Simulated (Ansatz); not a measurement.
**Cd2TeO (ordered alloy on zincblende lattice): Wannier runs under varied settings, part 1 of 2**

Which of these Wannier inputs for Cd2TeO (ordered alloy on zincblende lattice) end well? Each is run as it stands.

Program: Ansatz 0.2.0. Level of theory: plane waves, PAW; the settings change from run to run, as each input shows. These are calculated values, not measurements.

## (1) Starting point

It takes space group P-4m2 (No. 115, tetragonal). Conventional cell: a = 4.205 Å, b = 4.205 Å, c = 5.401 Å, α = 90.00°, β = 90.00°, γ = 90.00°. Around O (site symmetry -4m2) lie 4 Cd at 2.27 Å. Cd (site symmetry 2mm) has 2 O at 2.27 Å and 2 Te at 2.79 Å as nearest neighbours. Around Te (site symmetry -4m2) lie 4 Cd at 2.79 Å.

Structure file:

```xyz
4
Lattice="4.2051 0.0000 0.0000 0.0000 4.2051 0.0000 0.0000 0.0000 5.4007" Properties=species:S:1:pos:R:3 pbc="T T T"
O     0.0000    0.0000    0.0000
Cd    0.0000    2.1026    4.5360
Te    2.1026    2.1026    2.7004
Cd    2.1026    0.0000    0.8647
```

The cell was relaxed beforehand with r2SCAN; those runs aren't shown. No run includes spin-orbit coupling, which matters for Te.

## (2) Try 1

input.yaml reads:

```yaml
crystal:
  lattice:
    - [4.2051349867, 0.0, 0.0]
    - [0.0, 4.2051349867, 0.0]
    - [0.0, 0.0, 5.4007120652]
  atoms:
    - { symbol: O, position: [0.0, 0.0, 0.0] }
    - { symbol: Cd, position: [0.0, 0.5, 0.8398944457] }
    - { symbol: Te, position: [0.5, 0.5, 0.5] }
    - { symbol: Cd, position: [0.5, 0.0, 0.1601055543] }
kpoints:
  mp_grid: { grid: [6, 6, 4] }
  band_path:
    path:
      - [[0.0, 0.0, 0.0], [2.255027484824e-51, 0.5, 4.302148547861e-67], [0.5, 0.5, 3.474168217366e-33], [0.0, 0.0, 0.0], [-1.335418991916e-49, 4.482923325496e-84, 0.5], [-1.335418991916e-49, 0.5, 0.5], [0.5, 0.5, 0.5], [-1.335418991916e-49, 4.482923325496e-84, 0.5]]
      - [[2.255027484824e-51, 0.5, 4.302148547861e-67], [-1.335418991916e-49, 0.5, 0.5]]
      - [[0.5, 0.5, 3.474168217366e-33], [0.5, 0.5, 0.5]]
    npoints: 10
hamiltonian:
  xc: pbe
scf:
  occupations: { method: fermi_dirac, width: 0.02 }
  n_extra_bands: 6
output:
  forces: false
  stress: false
  eigenvalues: true
  wannier:
    kmesh: [1, 1, 1]
    projections:
      - { species: O, l: s, shell: 2 }
      - { species: O, l: p, shell: 2 }
      - { species: Te, l: s, shell: 5 }
      - { species: Te, l: p, shell: 5 }
    minimise: true
    write_hr: true
    conv_tol: 1.0e-08
    max_iter: 1000
```

On the command line:

```bash
ansatz run input.yaml --threads 4 --pin off --max-ram 3686MiB --backend cpu --events-out ev --progress --plain --runs-dir out
```

The program printed, shortened:

```text
Warning: RAYON_NUM_THREADS=4 ignored (pool sized by the plan → 4); use --threads N
scf.n_extra_bands = 6 over 31 filled bands (N_el = 62.0): the run solves 37 bands
[...]
Pseudopotentials: kind: paw
Pseudopotential: O, paw, valence charge 6, recommended cutoff 420 eV (normal), O.paw.azcp
Pseudopotential: Cd, paw, valence charge 20, recommended cutoff 420 eV (normal), Cd.paw.azcp
Pseudopotential: Te, paw, valence charge 16, recommended cutoff 420 eV (normal), Te.paw.azcp
Functional definition: PBE
[...]
Crystal: 4 atoms, lattice volume = 95.502 Å³
Basis set: ecut = 420 eV, 1839 PW (Γ)
Bands: 37, of which v1, the nominal top of the filled ones, is band 31 counted from 1 (30 counted from 0)
Symmetry: 8 space group operations
Space group: P-4m2 (ITA 115), of the structure as read, at distance tolerance 4.6e-5 Å
k-points: 30 of 144 (time reversal used)
[...]
SCF iter   1: F=—  HF=-24056.037211 eV  |F-HF|=—  |Δ(HF+E_count)|=         —  Δρ=1.82e-3  dr2=6.00e-3  ethr=1.77e-3  ⟨swp⟩=6.7  Hψ=4429  notcnv=0
[...]
SCF iter   8: F=-24056.036379 eV  HF=-24056.036379 eV  |F-HF|=3.94e-8  |Δ(HF+E_count)|=   2.43e-7  Δρ=4.24e-6  dr2=2.01e-8  ethr=1.61e-10  ⟨swp⟩=7.6  Hψ=3284  notcnv=0
[...]
NSCF: frozen V_eff on 93 k-points
NSCF: frozen V_eff on 1 k-points
NSCF: frozen V_eff on 1 k-points
SCF converged after 8 iterations
Free energy (F): -24056.036379 eV
[...]
E sigma→0 (E₀):  -24056.036089 eV
Entropy (-TS):   -0.000579 eV (-0.145 meV/atom)
Fermi energy:    8.981965 eV
[...]
--- Band table (eV; the first three rows and the last of 30) ---
[...]
Wannier search: line search 1 of at most 1000: gauge-dependent spread (as the search counts it) 1.8131953 Å², largest recent change 1.4e-3 Å² and fall left 1.6e-9 Å² against conv_tol 1.0e-8 Å², 0 stops escaped
```

It took 7.8 s on 4 threads of Arm Neoverse V1, shared host; peak memory 0.46 GiB.

wannier.win names the bands that the functions span: 14, combinations of 15-32 (counted from 1; 31 are filled by count, though the bands overlap). Combinations are drawn from entangled bands, so such a model needn't follow any one band.

The head of wannier.spreads.toml:

```toml
omega_i_ang2 = 5.773034282620962
omega_d_ang2 = 0.0000000000000000000000000000008292327770509882
omega_od_ang2 = 0.9245022756952209
omega_total_ang2 = 6.697536558316183
least_projectability = 0.8519397772829802
b_vectors_match_mmn = true
n_iter = 28
converged = true
rejected_fitted_steps = 2
```

The functions (centres in Å, on-site energies from the highest level of the last filled band):

```tsv
n	x	y	z	spread (Å²)	on-site (eV)	nearest atoms	distance (Å)
1	0.000	-0.321	-0.228	0.585	-6.009	O1	0.39
2	0.321	0.000	0.228	0.585	-6.009	O1	0.39
3	-0.321	0.000	0.228	0.585	-6.009	O1	0.39
4	0.000	0.321	-0.228	0.585	-6.009	O1	0.39
5	2.103	2.818	2.236	1.089	-3.761	Te3	0.85
6	1.387	2.103	3.164	1.089	-3.761	Te3	0.85
7	2.818	2.103	3.164	1.089	-3.761	Te3	0.85
8	2.103	1.387	2.236	1.089	-3.761	Te3	0.85
```

Along the path each interpolated band stays within 0.17, 0.55, 0.93, 0.47, 0.66, 0.76, 2.20, 2.20 eV of the nearest computed level, from the lowest band up.

Misses of an eV or more mean that the model does not follow those bands.

**Diagnosis.** The run ends without an error, but its result can't be used. The Wannier mesh is a single point. To mend it, use at least a few divisions an axis.

## (3) Try 2

Edit input.yaml of step 2 so:

```diff
@@ -29,7 +29,3 @@
     kmesh: [1, 1, 1]
-    projections:
-      - { species: O, l: s, shell: 2 }
-      - { species: O, l: p, shell: 2 }
-      - { species: Te, l: s, shell: 5 }
-      - { species: Te, l: p, shell: 5 }
+    projections: [{ species: O, l: p, shell: 2 }, { species: Te, l: p, shell: 5 }]
     minimise: true
```

On the command line:

```bash
ansatz run input.yaml --threads 4 --pin off --max-ram 3686MiB --backend cpu --events-out ev --progress --plain --runs-dir out
```

The program printed:

```text
Warning: RAYON_NUM_THREADS=4 ignored (pool sized by the plan → 4); use --threads N
scf.n_extra_bands = 6 over 31 filled bands (N_el = 62.0): the run solves 37 bands
Engine: ansatz 0.2.0, aarch64-unknown-linux-gnu
Pseudopotentials: kind: paw
Pseudopotential: O, paw, valence charge 6, recommended cutoff 420 eV (normal), O.paw.azcp
Pseudopotential: Cd, paw, valence charge 20, recommended cutoff 420 eV (normal), Cd.paw.azcp
Pseudopotential: Te, paw, valence charge 16, recommended cutoff 420 eV (normal), Te.paw.azcp
Functional definition: PBE
  parameter kappa = 0.804
  parameter beta = 0.06672455060314922
  exchange = pbe_x(kappa = kappa, mu = beta*pi^2/3)
  correlation = pbe_c(beta = beta)
Crystal: 4 atoms, lattice volume = 95.502 Å³
Basis set: ecut = 420 eV, 1839 PW (Γ)
Bands: 37, of which v1, the nominal top of the filled ones, is band 31 counted from 1 (30 counted from 0)
Symmetry: 8 space group operations
Space group: P-4m2 (ITA 115), of the structure as read, at distance tolerance 4.6e-5 Å
k-points: 30 of 144 (time reversal used)
Non-local potential: O, projectors of the file, l = 0: 2, l = 1: 2, l = 2: 1
Non-local potential: Cd, projectors of the file, l = 0: 3, l = 1: 2, l = 2: 2, l = 3: 1
Non-local potential: Te, projectors of the file, l = 0: 2, l = 1: 2, l = 2: 2, l = 3: 2
PAW form: soft (Blöchl's): semilocal exchange-correlation on the pseudo side does not see the compensation charge
PAW one-centre angular grid: O, 110 points (default); XC on 64 Gauss nodes
PAW one-centre angular grid: Cd, 590 points (default); XC on 64 Gauss nodes
PAW one-centre angular grid: Te, 590 points (default); XC on 64 Gauss nodes
Initial density: superposition of atomic densities (neutral atoms: chi_scale 0, normalization atom), corrected by the library's trained network
Initial wavefunctions: pseudopotential atomic-orbital guess
Functional: x = pbe(κ = 0.804, μ = 0.2195149727645171), c = pbe(β = 0.06672455060314922)
SCF iter   1: F=—  HF=-24056.037211 eV  |F-HF|=—  |Δ(HF+E_count)|=         —  Δρ=1.82e-3  dr2=6.00e-3  ethr=1.77e-3  ⟨swp⟩=6.7  Hψ=4429  notcnv=0
preconditioner: auto → Resta (q_TF=auto, 2.539 Å⁻¹)  ε∞=4.9  [insulator: Δε(μ)=0.225 eV  Ē_g=11.617 eV  σ=0.020 eV  W_gap=0.57  n_scr=28 (ndim 8)  ℏωp=22.8 eV  f_vac=0.112  D(μ)=0.43/eV (n_scr^D=0)  ε∞_Penn≈4.9]
SCF iter   2: F=—  HF=-24056.036705 eV  |F-HF|=—  |Δ(HF+E_count)|=   5.06e-4  Δρ=1.07e-3  dr2=1.71e-3  ethr=9.68e-6  ⟨swp⟩=2.0  Hψ=2021  notcnv=0  defer=45
SCF iter   3: F=—  HF=-24056.036508 eV  |F-HF|=—  |Δ(HF+E_count)|=   1.97e-4  Δρ=8.99e-4  dr2=1.02e-3  ethr=2.76e-6  ⟨swp⟩=2.0  Hψ=1728  notcnv=0  defer=45
SCF iter   4: F=—  HF=-24056.036336 eV  |F-HF|=—  |Δ(HF+E_count)|=   1.72e-4  Δρ=1.88e-4  dr2=5.18e-5  ethr=1.64e-6  ⟨swp⟩=2.0  Hψ=1619  notcnv=0  defer=45
SCF iter   5: F=—  HF=-24056.036371 eV  |F-HF|=—  |Δ(HF+E_count)|=   3.58e-5  Δρ=8.26e-5  dr2=1.04e-5  ethr=8.36e-8  ⟨swp⟩=2.0  Hψ=1321  notcnv=0  defer=45
SCF iter   6: F=—  HF=-24056.036377 eV  |F-HF|=—  |Δ(HF+E_count)|=   5.94e-6  Δρ=2.77e-5  dr2=1.04e-6  ethr=1.67e-8  ⟨swp⟩=2.0  Hψ=1575  notcnv=0  defer=45
SCF iter   7: F=—  HF=-24056.036379 eV  |F-HF|=—  |Δ(HF+E_count)|=   1.37e-6  Δρ=1.26e-5  dr2=1.62e-7  ethr=1.68e-9  ⟨swp⟩=2.0  Hψ=1576  notcnv=0  defer=45
SCF iter   8: F=-24056.036379 eV  HF=-24056.036379 eV  |F-HF|=3.94e-8  |Δ(HF+E_count)|=   2.43e-7  Δρ=4.24e-6  dr2=2.01e-8  ethr=1.61e-10  ⟨swp⟩=7.6  Hψ=3284  notcnv=0
SCF 1 converged in 8 iterations: F = -24056.036379 eV  dr2 = 2.01e-8
NSCF: frozen V_eff on 93 k-points
NSCF: frozen V_eff on 1 k-points
NSCF: frozen V_eff on 1 k-points
SCF converged after 8 iterations
Free energy (F): -24056.036379 eV
Harris-Foulkes:  -24056.036379 eV  (|F-HF|=3.94e-8)
Internal energy: -24056.035800 eV  (E = F + TS)
E sigma→0 (E₀):  -24056.036089 eV
Entropy (-TS):   -0.000579 eV (-0.145 meV/atom)
Fermi energy:    8.981965 eV
--- Per-component energies (eV) ---
  E_band       = -1211.489274
  E_kinetic    = 1363.467490
  E_local      = -8929.812098  (includes V_loc(G=0)·N_el)
  E_nonlocal   = -193.514837
  E_hartree    = 4343.266474
  E_xc         = -550.691687
  E_vxc        = -640.391743  (∫ρ·V_xc dr)
  E_paw        = -12987.950208  (= ΣΔE_a)
  E_vpaw       = -1497.768975  (= ΣTr[D̂ρ^β])
  E_aug_tail   = 0.002181  (compensation charges beyond the density's cutoff)
  E_ewald      = -7100.803115
  E_smearing   = -0.000579  (= −TS)
  E_closure    = 0.000000  (closes the sum)
  Σ components = -24056.036379   (vs F -24056.036379, Δ=0.00e0)
--- Band table (eV; the first three rows and the last of 30) ---
  k-point 0: bands = ["-92.9617", "-92.9614", "-54.1089", "-54.1089", "-54.0667", "-54.0646", "-53.9330", "-53.9330", "-27.0340", "-27.0172", "-27.0172", "-26.9402", "-26.9313", "-8.3535", "-2.1619", "0.6966", "0.6966", "0.7972", "0.9032", "0.9751", "0.9854", "1.0425", "1.0425", "1.3192", "1.7814", "5.1493", "6.0787", "6.0787", "7.9604", "8.3105", "8.8142", "8.8142", "12.5162", "12.8844", "16.1782", "16.1782", "16.2547"]
  k-point 1: bands = ["-92.9617", "-92.9614", "-54.1089", "-54.1089", "-54.0667", "-54.0646", "-53.9330", "-53.9330", "-27.0340", "-27.0172", "-27.0172", "-26.9402", "-26.9313", "-8.3513", "-2.0929", "0.7164", "0.7164", "0.7882", "0.8518", "0.9880", "1.0027", "1.0027", "1.0324", "1.3165", "1.5735", "5.0866", "6.1896", "6.1896", "7.2644", "8.7627", "8.7627", "9.8723", "12.7035", "13.0003", "14.9275", "15.2202", "15.2202"]
  k-point 2: bands = ["-92.9617", "-92.9614", "-54.1089", "-54.1089", "-54.0667", "-54.0647", "-53.9330", "-53.9330", "-27.0340", "-27.0172", "-27.0172", "-26.9402", "-26.9313", "-8.3491", "-2.0175", "0.7312", "0.7428", "0.7428", "0.8504", "0.9566", "0.9566", "0.9905", "1.1047", "1.3139", "1.3501", "5.0321", "6.3078", "6.3078", "7.0507", "8.7031", "8.7031", "11.5409", "12.4470", "13.2791", "13.8711", "14.6935", "14.6935"]
  k-point 29: bands = ["-92.9615", "-92.9615", "-54.1110", "-54.1072", "-54.0657", "-54.0657", "-53.9356", "-53.9311", "-27.0328", "-27.0176", "-27.0176", "-26.9372", "-26.9322", "-8.1706", "-1.6758", "0.7082", "0.7582", "0.7582", "1.0571", "1.0571", "1.0993", "1.0993", "1.2277", "1.3561", "1.8867", "4.7495", "4.7495", "5.9878", "6.4818", "6.5703", "6.5703", "12.2725", "12.2725", "13.4769", "14.9864", "15.0193", "16.6399"]
Wannier search: line search 1 of at most 1000: gauge-dependent spread (as the search counts it) 0.0168166 Å², largest recent change 1.1e-3 Å² and fall left 5.5e-10 Å² against conv_tol 1.0e-8 Å², 0 stops escaped
```

Run time: 7.8 s. Hardware: 4 threads of Arm Neoverse V1, shared host; peak memory 0.47 GiB.

wannier.win names the bands that the functions span: combinations of 15-32 (counted from 1; 31 are filled by count, though the bands overlap). Combinations are drawn from entangled bands, so such a model needn't follow any one band.

The head of wannier.spreads.toml:

```toml
omega_i_ang2 = 5.951673506868433
omega_d_ang2 = 0.0000000000000000000000000000008790908446429745
omega_od_ang2 = 0.016816598709458883
omega_total_ang2 = 5.968490105577892
least_projectability = 0.8813853660932643
b_vectors_match_mmn = true
n_iter = 6
converged = true
rejected_fitted_steps = 0
```

The functions (centres in Å, on-site energies from the highest level of the last filled band):

```tsv
n	x	y	z	spread (Å²)	on-site (eV)	nearest atoms	distance (Å)
1	0.000	0.000	0.000	0.742	-1.667	O1	0.00
2	0.000	0.000	0.105	0.698	-2.533	O1	0.11
3	0.000	0.000	-0.105	0.698	-2.533	O1	0.11
4	2.103	2.103	2.700	1.426	-2.827	Te3	0.00
5	2.103	2.103	2.767	1.202	-0.528	Te3	0.07
6	2.103	2.103	2.634	1.202	-0.528	Te3	0.07
```

Along the path each interpolated band stays within 0.54, 0.48, 0.48, 0.74, 1.88, 1.88 eV of the nearest computed level, from the lowest band up.

Misses of an eV or more mean that the model does not follow those bands.

**Diagnosis.** No error, yet the numbers are spoiled by the input. The Wannier mesh is a single point. Cure: use at least a few divisions an axis.

## (4) Try 3

Edit input.yaml of step 3 so:

```diff
@@ -28,4 +28,9 @@
   wannier:
-    kmesh: [1, 1, 1]
-    projections: [{ species: O, l: p, shell: 2 }, { species: Te, l: p, shell: 5 }]
+    kmesh: [4, 4, 4]
+    projections:
+      - { species: O, l: s, shell: 2 }
+      - { species: O, l: p, shell: 2 }
+      - { species: Te, l: s, shell: 5 }
+      - { species: Te, l: p, shell: 5 }
+      - { species: Cd, l: s, shell: 5 }
     minimise: true
```

On the command line:

```bash
ansatz run input.yaml --threads 4 --pin off --max-ram 3686MiB --backend cpu --events-out ev --progress --plain --runs-dir out
```

The program printed, shortened:

```text
Warning: RAYON_NUM_THREADS=4 ignored (pool sized by the plan → 4); use --threads N
scf.n_extra_bands = 6 over 31 filled bands (N_el = 62.0): the run solves 37 bands
[...]
Pseudopotentials: kind: paw
Pseudopotential: O, paw, valence charge 6, recommended cutoff 420 eV (normal), O.paw.azcp
Pseudopotential: Cd, paw, valence charge 20, recommended cutoff 420 eV (normal), Cd.paw.azcp
Pseudopotential: Te, paw, valence charge 16, recommended cutoff 420 eV (normal), Te.paw.azcp
Functional definition: PBE
[...]
Crystal: 4 atoms, lattice volume = 95.502 Å³
Basis set: ecut = 420 eV, 1839 PW (Γ)
Bands: 37, of which v1, the nominal top of the filled ones, is band 31 counted from 1 (30 counted from 0)
Symmetry: 8 space group operations
Space group: P-4m2 (ITA 115), of the structure as read, at distance tolerance 4.6e-5 Å
k-points: 30 of 144 (time reversal used)
[...]
NSCF: frozen V_eff on 93 k-points
NSCF: frozen V_eff on 21 k-points
the Wannier pass solved 21 of the 64 points of its mesh, and has the states at the others by symmetry: states obtained by the crystal's operations at points that were solved too leave a residual of 3.80e-13 eV (read by the count's bands and the next), within 8.33e-6 eV
NSCF: frozen V_eff on 21 k-points
the Wannier pass solved 21 of the 64 points of its mesh, and has the states at the others by symmetry: states obtained by the crystal's operations at points that were solved too leave a residual of 5.19e-13 eV (read by the count's bands and the next), within 8.33e-6 eV
SCF converged after 8 iterations
Free energy (F): -24056.036379 eV
[...]
E sigma→0 (E₀):  -24056.036089 eV
Entropy (-TS):   -0.000579 eV (-0.145 meV/atom)
Fermi energy:    8.981965 eV
[...]
--- Band table (eV; the first three rows and the last of 30) ---
[...]
Wannier search: line search 1 of at most 1000: gauge-dependent spread (as the search counts it) 4.4065888 Å², largest recent change 1.1e0 Å² and fall left 9.0e-3 Å² against conv_tol 1.0e-8 Å², 0 stops escaped
```

Wall time 12 s (4 threads of Arm Neoverse V1, shared host); peak memory 0.47 GiB.

wannier.win names the bands that the functions span: 14-15, combinations of 26-35 (counted from 1; 31 are filled by count, though the bands overlap). Combinations are drawn from entangled bands, so such a model needn't follow any one band.

The head of wannier.spreads.toml:

```toml
omega_i_ang2 = 23.162195034853532
omega_d_ang2 = 0.21556917397243283
omega_od_ang2 = 2.6336625586829943
omega_total_ang2 = 26.011426767508958
least_projectability = 0.6793316081922867
b_vectors_match_mmn = true
n_iter = 26
converged = true
rejected_fitted_steps = 0
```

The functions (centres in Å, on-site energies from the highest level of the last filled band):

```tsv
n	x	y	z	spread (Å²)	on-site (eV)	nearest atoms	distance (Å)
1	0.000	-0.277	-0.217	1.171	-6.019	O1	0.35
2	-0.277	0.000	0.217	1.171	-6.019	O1	0.35
3	0.277	0.000	0.217	1.171	-6.019	O1	0.35
4	0.000	0.277	-0.217	1.171	-6.019	O1	0.35
5	2.103	2.600	2.378	2.782	-3.805	Te3	0.59
6	2.600	2.103	3.022	2.782	-3.805	Te3	0.59
7	1.605	2.103	3.022	2.782	-3.805	Te3	0.59
8	2.103	1.605	2.378	2.782	-3.805	Te3	0.59
9	0.000	2.103	4.702	5.100	1.020	Cd2	0.17
10	2.103	0.000	0.699	5.100	1.020	Cd4	0.17
```

Along the path each interpolated band stays within 0.00, 0.00, 0.03, 0.03, 0.04, 0.07, 0.08, 0.06, 0.82, 0.42 eV of the nearest computed level, from the lowest band up.

(Continued in part 2 of 2.)
